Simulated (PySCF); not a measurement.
**PbCl₂: a search over shapes**

Aim: find the stationary points of PbCl₂ from bent and linear starts in the singlet state, tell minima from saddle points, and describe the lowest.

The runs use PySCF 2.14.0; PBE, basis Pb def2-TZVP with ECP60, Cl def2-TZVP, scalar-relativistic core potentials, no spin–orbit coupling, density fitting.

## Step 1: The system as given

3 atoms, charge 0, spin multiplicity 1.

Bond lengths: Pb1–Cl2 2.430 Å, Pb1–Cl3 2.430 Å. Angles: Cl2–Pb1–Cl3 110.0°.

Coordinates in bohr (charge 0 multiplicity 1):
```
Pb    0.0000    0.0000    0.0000
Cl    3.7615    0.0000    2.6339
Cl   -3.7615    0.0000    2.6339
```

## Step 2: Finding the electronic state

The steps below are one call of a driver around PySCF. For each, scf.py gives the equivalent set-up of the SCF; relaxations use the driver's own optimiser. After this first run the driver tries any further starts and a stability analysis.

File scf.py:

```python
from pyscf import gto, scf, dft
mol = gto.M(atom='''
Pb     0.000000     0.000000     0.000000
Cl     1.990500     0.000000     1.393800
Cl    -1.990500     0.000000     1.393800''',
    basis={'Pb': 'def2-TZVP', 'Cl': 'def2-TZVP'},
    ecp={'Pb': 'def2-TZVP'},
    charge=0, spin=0)
mf = dft.RKS(mol, xc='PBE')
mf.grids.atom_grid = (50, 194)
aux = {'Pb': 'def2-universal-JKFIT', 'Cl': 'def2-universal-JKFIT'}
mf = mf.density_fit(auxbasis=aux)
mf.conv_tol = 1e-08
mf.diis_space = 10
mf.max_cycle = 60
mf.init_guess = 'minao'
mf.verbose = 4
mf.kernel()
```

On the command line:

```
$ OMP_NUM_THREADS=2 python axn.py task.json out
```

The runs that follow: Relaxation: bent start, singlet; Is it a minimum? Harmonic modes; Linear start, singlet: relaxation; Is it a minimum? Harmonic modes; Downhill along the imaginary mode.

Before running it: what results should come out? Wanted: lowest minimum; geometry; wavenumbers; dipole moment; highest occupied, lowest empty level; polar-tensor charge of Pb1; zero-point energy; atomisation energy.

**Answer**, as computed:

| quantity | value |
| --- | --- |
| lowest minimum | singlet, C2v |
| geometry | Pb–Cl 2.482 Å (×2); Cl–Pb–Cl 100.5° |
| wavenumbers (cm⁻¹) | 92 (a1), 295 (b2), 312 (a1) |
| dipole moment | 4.31 D |
| highest occupied, lowest empty level | -7.04, -3.82 eV |
| polar-tensor charge of Pb1 | +1.20 e |
| zero-point energy | 4.2 kJ/mol |
| entropy at 298.15 K | 316.7 J/(mol K) |
| atomisation energy (no zero-point energy) | 781 kJ/mol |

In words: The lowest minimum found is the singlet of C2v symmetry. In the infrared the band at 295 cm⁻¹ (b2, stretch) leads. A search over typed starts can miss a lower isomer. Spin–orbit coupling, left out here, can matter for elements this heavy.
